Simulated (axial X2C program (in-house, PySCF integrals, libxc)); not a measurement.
**Linear SbOH⁻ at several levels**

The task here is to estimate one member of a computed series from the others.

Computed with an in-house X2C program for linear molecules on PySCF integrals. Level: all-electron X2C, two-component (2c) or spin-free, Sb dyall-v3z, O dyall-av3z, H dyall-v3z.

All values are calculated.

2 further runs of the same task are left out: 2 set aside as unsound or not needed.

Set-up of the first run:

File task.json:

```json
{"zs": [51, 8, 1], "q": -1, "bas": ["dyall-v3z", "dyall-av3z", "dyall-v3z"], "r0": [2.03, 0.96], "symm": 0, "scan": ["PBE0", "HF", "LDA"], "levels": ["PBE0", "HF", "B3LYP"], "nst": 2}
```

Keys: zs atomic numbers; q charge; bas basis sets; r0 starting distance in Å; symm equal bonds; scan levels of the two-bond scan (MP2 follows by itself at each HF point); levels methods; nst determinants followed.

Run with:

```sh
> python solin.py task.json out
```

Masses Sb 120.904, O 15.995, H 1.008 u.

Steps of the session up to this table: Scan at PBE0, 2c; Scan at HF, 2c; Scan at LDA, 2c.

One table of the session follows, with a row left open; its other results are not shown here.

| level | r(Sb–O) (Å) | r(O–H) (Å) | lower stretch (cm⁻¹) | upper stretch (cm⁻¹) |
| --- | --- | --- | --- | --- |
| PBE0, 2c | 2.040 | 0.947 | 489.3 | 4047.7 |
| HF, 2c | 2.046 | 0.931 | 431.1 | 4250.8 |
| LDA, 2c | 2.025 | 0.959 | 501.9 | 3901.2 |
| MP2, 2c | 2.033 | 0.950 | 520.8 | 4019.5 |
| PBE0, spin-free | ? | ? | ? | ? |
| HF, spin-free | 2.021 | 0.929 | 510.2 | 4300.9 |
| LDA, spin-free | 2.013 | 0.957 | 521.3 | 3945.3 |
| MP2, spin-free | 2.033 | 0.949 | 500.2 | 4049.6 |

Estimate the missing values for PBE0, spin-free.

**Answer.** r(Sb–O) (Å): 2.027; r(O–H) (Å): 0.946; lower stretch (cm⁻¹): 510.0; upper stretch (cm⁻¹): 4076.1. In the column «r(Sb–O) (Å)» it lies between LDA, 2c (2.025) and MP2, 2c (2.033).

Scans not shown above were run alike.

Limits of these values: For an anion the highest level of a functional can be positive, and the basis then holds the extra electron. The molecule was held linear; bending was not examined, so a bent shape may lie lower. Note: functional without a current term on a determinant with orbital currents, of the molecule or an atom.
